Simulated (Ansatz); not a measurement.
# FH7OSi2: the cost of one run

Computed with Ansatz 0.2.0, Gaussian basis. Level: PBE0-D4, def2-SVP first, then def2-TZVP.

154 further runs of the same task are left out: 2 that didn't finish, 152 set aside as unsound or not needed. Runs told in other sessions of the task aren't counted.

## 1. Where the work starts

The guess: 11 atoms, charge 0, spin multiplicity 1.

Atoms are counted from 1 here; the program's logs count them from 0.

Bond lengths: Si1–O3 1.596 Å, Si1–H5 1.462 Å, Si1–H6 1.442 Å, O3–Si4 1.635 Å, Si4–H9 1.455 Å, Si4–H10 1.462 Å, Si4–H11 1.462 Å. Angles: O3–Si1–H5 102.0°, O3–Si1–H6 118.0°, H5–Si1–H6 112.9°, Si1–O3–Si4 153.4°, O3–Si4–H9 110.3°, O3–Si4–H10 103.5°, O3–Si4–H11 103.6°, H9–Si4–H10 112.8°, H9–Si4–H11 112.7°, H10–Si4–H11 113.0°.

Geometry (Å):

```mol
FH7OSi2
  3D, bonds by distance, orders not assigned

 11  7  0  0  0  0  0  0  0  0999 V2000
   -0.7784    0.6852   -0.8864 Si  0  0
    0.6511    1.7917   -1.2000 H   0  0
   -0.1596   -0.6707   -0.3163 O   0  0
    0.4829   -1.6018    0.8640 Si  0  0
   -0.9989    0.3518   -2.2927 H   0  0
   -1.9560    1.2138   -0.2432 H   0  0
    0.7536    2.0464   -0.2102 H   0  0
    0.0835    1.7409    0.8937 F   0  0
    0.6072   -0.8397    2.0974 H   0  0
    1.7763   -2.0059    0.3139 H   0  0
   -0.4618   -2.7118    0.9798 H   0  0
  1  3  8  0
  1  5  8  0
  1  6  8  0
  3  4  8  0
  4  9  8  0
  4 10  8  0
  4 11  8  0
M  END
```

Distances that are to change: Si1–F8 2.24 Å, H2–H7 1.03 Å, Si1–H2 1.83 Å, H7–F8 1.33 Å.

## 2. Constrained relaxation of the guess

Input file hold/in.yaml:

```yaml
crystal:
  periodic: [false, false, false]
  atoms:
    - {symbol: Si, position_ang: [-0.778400, 0.685200, -0.886400]}
    - {symbol: H, position_ang: [0.651100, 1.791700, -1.200000]}
    - {symbol: O, position_ang: [-0.159600, -0.670700, -0.316300]}
    - {symbol: Si, position_ang: [0.482900, -1.601800, 0.864000]}
    - {symbol: H, position_ang: [-0.998900, 0.351800, -2.292700]}
    - {symbol: H, position_ang: [-1.956000, 1.213800, -0.243200]}
    - {symbol: H, position_ang: [0.753600, 2.046400, -0.210200]}
    - {symbol: F, position_ang: [0.083500, 1.740900, 0.893700]}
    - {symbol: H, position_ang: [0.607200, -0.839700, 2.097400]}
    - {symbol: H, position_ang: [1.776300, -2.005900, 0.313900]}
    - {symbol: H, position_ang: [-0.461800, -2.711800, 0.979800]}
basis:
  gaussian: {orbitals: def2-SVP}
hamiltonian: {xc: pbe0, dispersion: d4}
relax: {f_tol: 0.04, max_steps: 150, escape_saddle: false, constraints: [{distance: [0, 7]}, {distance: [1, 6]}, {distance: [0, 1]}, {distance: [6, 7]}]}
```

Launch:

```bash
> ansatz run in.yaml --threads 4 --pin off --events-out ev --progress --plain --max-ram 9574MiB
```

**Question.** How long does this run take on 4 threads of Arm Neoverse V1, shared host?

About 16 s.
